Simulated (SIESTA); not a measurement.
## NaLaMnMoO6 in SIESTA: convergence with real-space mesh cutoff

Input of the first run (real-space mesh cutoff 100 Ry); the others differ in this setting and in those tied to it:

The input NaLaMnMoO6.fdf:

```
SystemName                      NaLaMnMoO6
SystemLabel                     NaLaMnMoO6
NumberOfSpecies                 5
NumberOfAtoms                   20
%block ChemicalSpeciesLabel
  1  11 Na
  2  57 La
  3  25 Mn
  4  42 Mo
  5   8 O
%endblock ChemicalSpeciesLabel

LatticeConstant                 1.0 Ang
%block LatticeVectors
     5.5573500000     0.0000000000     0.0005300000
     0.0000000000     5.5979400000     0.0000000000
    -0.0629000000     0.0000000000     8.0246200000
%endblock LatticeVectors
AtomicCoordinatesFormat         Fractional
%block AtomicCoordinatesAndAtomicSpecies
     0.7500800000     0.5157200000     0.4992400000  1  Na
     0.2499200000     0.0157200000     0.5007600000  1  Na
     0.2571500000     0.9589600000     0.9993700000  2  La
     0.7428500000     0.4589600000     0.0006300000  2  La
     0.2476700000     0.4876200000     0.2560700000  3  Mn
     0.7523300000     0.9876200000     0.7439300000  3  Mn
     0.7555900000     0.9966600000     0.2709000000  4  Mo
     0.2444100000     0.4966600000     0.7291000000  4  Mo
     0.6733500000     0.9783000000     0.4906100000  5  O
     0.0340200000     0.8101700000     0.2772600000  5  O
     0.9335300000     0.2891000000     0.2802600000  5  O
     0.4781700000     0.2096600000     0.1992200000  5  O
     0.5443500000     0.7356300000     0.2007900000  5  O
     0.8295600000     0.0181800000     0.0039200000  5  O
     0.3266500000     0.4783000000     0.5093900000  5  O
     0.9659800000     0.3101700000     0.7227400000  5  O
     0.0664700000     0.7891000000     0.7197400000  5  O
     0.5218300000     0.7096600000     0.8007800000  5  O
     0.4556500000     0.2356300000     0.7992100000  5  O
     0.1704400000     0.5181800000     0.9960800000  5  O
%endblock AtomicCoordinatesAndAtomicSpecies

%block kgrid.MonkhorstPack
    5   0   0  0.0
    0   5   0  0.0
    0   0   4  0.0
%endblock kgrid.MonkhorstPack
XC.Functional                   GGA
XC.Authors                      PBE
PAO.BasisSize                   DZP
PAO.EnergyShift                 0.003 Ry
Mesh.Cutoff                     100 Ry
Spin                            polarized
%block DM.InitSpin
    1   0.000
    2   0.000
    3   0.000
    4   0.000
    5   4.000
    6   4.000
    7   1.000
    8   1.000
    9   0.000
   10   0.000
   11   0.000
   12   0.000
   13   0.000
   14   0.000
   15   0.000
   16   0.000
   17   0.000
   18   0.000
   19   0.000
   20   0.000
%endblock DM.InitSpin
OccupationFunction              FD
ElectronicTemperature           0.05 eV
MaxSCFIterations                200
SCF.MustConverge                false
SCF.Mixer.Method                Pulay
SCF.Mixer.Weight                0.1
SCF.Mixer.History               10
SCF.DM.Tolerance                5.0e-05
SCF.H.Tolerance                 1.0e-03 eV
WriteForces                     true
Charge.Mulliken                 end
%block PAO.Basis
  Na 4
  n=2 0 2
    2.919 0.000
  n=3 0 2
    9.500 0.000
  n=2 1 2
    3.442 0.000
  n=3 1 1
    9.500
  La 5
  n=5 0 2
    4.181 0.000
  n=6 0 2
    9.500 0.000
  n=5 1 2
    4.927 0.000
  n=6 1 1
    9.500
  n=5 2 2
    8.496 0.000
  Mn 5
  n=3 0 2
    2.732 0.000
  n=4 0 2
    7.626 0.000
  n=3 1 2
    3.070 0.000
  n=4 1 1
    7.626
  n=3 2 2
    5.108 0.000
  Mo 5
  n=4 0 2
    3.234 0.000
  n=5 0 2
    8.986 0.000
  n=4 1 2
    3.729 0.000
  n=5 1 1
    8.986
  n=4 2 2
    6.762 0.000
%endblock PAO.Basis
Diag.ParallelOverK              true
```

Potentials or basis: PseudoDojo 0.4 standard (PBE files), DZP (energy shift 0.003 Ry; two zetas on semicore shells).

Launch:

```bash
$ mpirun -n 4 siesta NaLaMnMoO6.fdf > NaLaMnMoO6.out 2>&1
```

The cell was built by a generator and needn't be a form met in nature.

Hardware: 4 MPI ranks on Arm Neoverse V1, on a shared host.

Task: The values tried are 100 Ry, 150 Ry, 200 Ry, 300 Ry, 400 Ry, 500 Ry, 700 Ry, 900 Ry, 1200 Ry, loosest first. From which on does the energy stay within 1 meV/atom of the tightest run that finished?

Result: From 300 Ry on.

```tsv
real-space mesh cutoff	energy less the tightest run, at zero smearing (meV/atom)	pressure (GPa)	SCF cycles	CPU time (s)
100 Ry	-6.47	5.46	23	510
150 Ry	0.95	5.16	21	520
200 Ry	1.15	5.14	22	570
300 Ry	0.41	5.15	21	670
400 Ry	0.17	5.15	21	790
500 Ry	0.11	5.15	21	900
700 Ry	0.07	5.15	21	1200
900 Ry	0.01	5.15	21	1600
1200 Ry	0.00	5.15	21	2100
```

Against the tightest run, the pressure stays within 0.1 GPa from 150 Ry on. Values are those asked for, which the program may round to a finer grid. The tightest run that finished is the yardstick and may itself not be fully converged.

Caveat, for the tightest run too: short orbitals over semicore shells can move pressures by several GPa; the basis of atomic orbitals isn't converged, which shifts pressures, moduli and gaps; only a ferromagnetic start was run, and an antiferromagnetic order may lie lower in energy.
